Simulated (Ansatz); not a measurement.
# CH6AlNS: the cost of one run

All numbers below are computed with Ansatz 0.2.0 (UKS PBE/def2-SVP).

### Step 1. The starting structure

Bond lengths: Al1–N2 2.240 Å, Al1–S3 2.115 Å, Al1–C5 1.985 Å, N2–H6 1.011 Å, N2–H7 1.012 Å, C5–H8 1.096 Å, C5–H9 1.096 Å, C5–H10 1.095 Å. Angles: Al1–N2–H6 126.1°, Al1–N2–H7 124.8°, H6–N2–H7 108.6°, N2–Al1–S3 87.7°, N2–Al1–C5 117.2°, S3–Al1–C5 155.1°, Al1–C5–H8 112.2°, Al1–C5–H9 111.4°, Al1–C5–H10 111.3°, H8–C5–H9 106.7°, H8–C5–H10 107.4°, H9–C5–H10 107.6°.

Structure file:

```xyz
10

Al   -0.5638   -0.4658   -0.0609
N     0.4919    1.0275   -1.3545
S    -1.8545   -0.8394   -1.6942
H    -0.5734    0.4057   -1.8806
C     0.1159   -0.7075    1.7886
H     0.3365    2.0268   -1.3600
H     1.2940    0.8229   -1.9363
H     0.5756   -1.6916    1.9351
H    -0.6917   -0.6251    2.5253
H     0.8695    0.0466    2.0376
```

### Step 2. A restrained relaxation towards end A

Springs on the bonds that form and break draw the guess towards this end; the thresholds are loose.

input.yaml reads:

```yaml
crystal:
  periodic: [false, false, false]
  atoms:
    - { symbol: Al, position_ang: [-0.5638, -0.4658, -0.0609] }
    - { symbol: "N", position_ang: [0.4919, 1.0275, -1.3545] }
    - { symbol: S, position_ang: [-1.8545, -0.8394, -1.6942] }
    - { symbol: H, position_ang: [-0.5734, 0.4057, -1.8806] }
    - { symbol: C, position_ang: [0.1159, -0.7075, 1.7886] }
    - { symbol: H, position_ang: [0.3365, 2.0268, -1.36] }
    - { symbol: H, position_ang: [1.294, 0.8229, -1.9363] }
    - { symbol: H, position_ang: [0.5756, -1.6916, 1.9351] }
    - { symbol: H, position_ang: [-0.6917, -0.6251, 2.5253] }
    - { symbol: H, position_ang: [0.8695, 0.0466, 2.0376] }
magnetization:
  spin_polarized: true
basis:
  gaussian: { orbitals: def2-SVP }
hamiltonian:
  xc: pbe
relax:
  f_tol: 0.15
  max_steps: 25
  restrain:
    - { distance: [3, 1], at: 2.32, k: 30.0 }
    - { distance: [0, 1], at: 1.92, k: 30.0 }
    - { distance: [3, 2], at: 1.36, k: 30.0 }
```

On the command line:

```sh
> ansatz run input.yaml --threads 2 --pin off --max-ram 3072MiB --backend cpu --events-out ev --progress --plain --runs-dir out
```

**Question.** How long does this run take on 2 threads of Intel Xeon Platinum 8488C (Sapphire Rapids), shared host, and how much memory does it need?

About 24 s, with a peak of 0.2 GiB.
